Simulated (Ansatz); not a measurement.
Runs of Ansatz 0.2.0 on Hf2Pd2Se2Br2O3. The typed cell holds 11 atoms: a = 5.761 Å, b = 5.870 Å, c = 6.872 Å, α = 96.27°, β = 102.51°, γ = 95.11°. The cell was built by a generator and needn't be a form met in nature.

```csv
task,level,potentials or basis,cell,k mesh,cutoff (eV),smearing,basis error allowed,mesh quality,gap on the mesh (eV),pressure (GPa),relaxed volume (Å³/atom),largest force (eV/Å)
relaxation of cell and atoms,PBE+D4,all-electron PAW datasets made for the crystal,relaxed,3 × 3 × 2,-,fermi-dirac 0.05 eV,-,coarse,(a),0.0,19.85,0.02
band structure,LDA,"all-electron LAPW, scalar-relativistic",as given,4 × 4 × 3,420,fermi-dirac 0.05 eV,0.002 eV/atom,not flagged,0.17,-7.2,-,0.55
band structure,PBE,"all-electron LAPW, scalar-relativistic",as given,4 × 4 × 3,420,fermi-dirac 0.05 eV,0.002 eV/atom,not flagged,0.22,0.0,-,0.01
dielectric tensor,PBE,all-electron PAW datasets made for the crystal,as given,4 × 4 × 3,490,fixed,-,not flagged,0.22,-,-,-
relaxation of cell and atoms,PBE+D3(BJ),all-electron PAW datasets made for the crystal,relaxed,3 × 3 × 2,-,fermi-dirac 0.05 eV,-,coarse,0.26,0.0,(b),0.01
band structure,RPBE,"all-electron LAPW, scalar-relativistic",as given,4 × 4 × 3,420,fermi-dirac 0.05 eV,0.002 eV/atom,not flagged,0.25,2.8,-,0.14
single point,PBE,"all-electron LAPW, scalar-relativistic",as given,2 × 2 × 2,376,fermi-dirac 0.05 eV,0.005 eV/atom,coarse,0.23,0.1,-,0.06
```

Alike in all rows: no spin polarisation.

**Question.** Fill in the values left out.

**Answer.** (a) 0.32; (b) 19.64.

Caveats: some runs use coarse meshes; spin-orbit coupling is left out, which moves the levels of the heavy elements; an odd mesh through Γ misses points on the zone boundary, where band edges often lie (some runs); the gap is small at this level, which inflates the dielectric constant (some runs).

A k mesh can miss the band edges, and the runs leave out spin-orbit coupling on Br, Hf, Pd, Se.

Not every run made on this cell is shown here.
